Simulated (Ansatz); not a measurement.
# P5C: what a guessed cell relaxes into

Aim: relax a trial structure of P5C and see where it ends.

Program: Ansatz 0.2.0. Level of theory: DFT PBE, scalar-relativistic, plane waves, PAW. These are calculated values, not measurements.

### Step 1. Starting point

It takes space group P-62m (No. 189, hexagonal). The conventional cell has a = 5.726 Å, b = 5.726 Å, c = 5.305 Å, α = 90.00°, β = 90.00°, γ = 120.00°. P (site symmetry m2m) is surrounded by 2 C at 3.25 Å and 10 P at 3.26 to 3.33 Å. P (site symmetry -6) has 9 P at 3.28 to 3.31 Å and 3 C at 3.31 Å as nearest neighbours. C (site symmetry -62m) is surrounded by 12 P at 3.25 to 3.31 Å.

As a file:

```xyz
6
Lattice="5.7263 0.0000 0.0000 -2.8631 4.9591 0.0000 0.0000 0.0000 5.3046" Properties=species:S:1:pos:R:3 pbc="T T T"
P    -1.9224    3.3296    0.0000
P     3.8447    0.0000    0.0000
P     0.9408    1.6295    0.0000
P     2.8631    1.6530    2.6523
P     0.0000    3.3061    2.6523
C     0.0000    0.0000    2.6523
```

Recipe of the guess: species swapped into a database cell of LiMg5 (P-62m, No. 189), with C on the Li sites and P on the Mg sites. Its size is a rough estimate.

### Step 2. The guess as it stands, on a coarse mesh

input.yaml reads:

```yaml
crystal:
  lattice:
    - [5.72628059, 0.0, 0.0]
    - [-2.86314029, 4.95910446, 0.0]
    - [0.0, 0.0, 5.30459017]
  atoms:
    - { symbol: P, position: [0.0, 0.67142123, 0.0] }
    - { symbol: P, position: [0.67142123, 0.0, 0.0] }
    - { symbol: P, position: [0.32857877, 0.32857877, 0.0] }
    - { symbol: P, position: [0.66666667, 0.33333333, 0.5] }
    - { symbol: P, position: [0.33333333, 0.66666667, 0.5] }
    - { symbol: C, position: [0.0, 0.0, 0.5] }
basis:
  ecutwfc: 420
kpoints:
  mp_grid: { grid: [6, 6, 4] }
hamiltonian:
  xc: pbe
scf:
  occupations: { method: gaussian, width: 0.1 }
  lower_state_search: "off"
output:
  forces: true
  stress: true
  eigenvalues: true
```

Command:

```sh
$ ansatz run input.yaml --threads 1 --pin off --max-ram 2560MiB --backend cpu --events-out ev --progress --plain --runs-dir out
```

The session goes on with these runs: spin check on a coarse mesh; rough relaxation on the coarse mesh; full relaxation; second relaxation, mesh chosen anew.

Q: Predict the outcome of this session. Wanted: conventional cell; volume; energy over the elements, black P; gap on the mesh.

The runs gave:

```
                              quantity                                                                       value
symmetry at the end (tolerance 0.05 Å)                                                 space group P-62m (No. 189)
                     conventional cell  a = 5.465 Å, b = 5.465 Å, c = 3.034 Å, α = 90.00°, β = 90.00°, γ = 120.00°
                                volume                                                               13.08 Å³/atom
     energy over the elements, black P                                                               +0.88 eV/atom
                       gap on the mesh                                                                none (metal)
```

The space group P-62m (No. 189) is kept, and the volume per atom shrinks by 47.9 % from the first guess. With a positive formation energy it can't be a ground state. No finished test with a distortion of lower symmetry is shown, so the end may be a saddle point. Other magnetic orders were not searched.
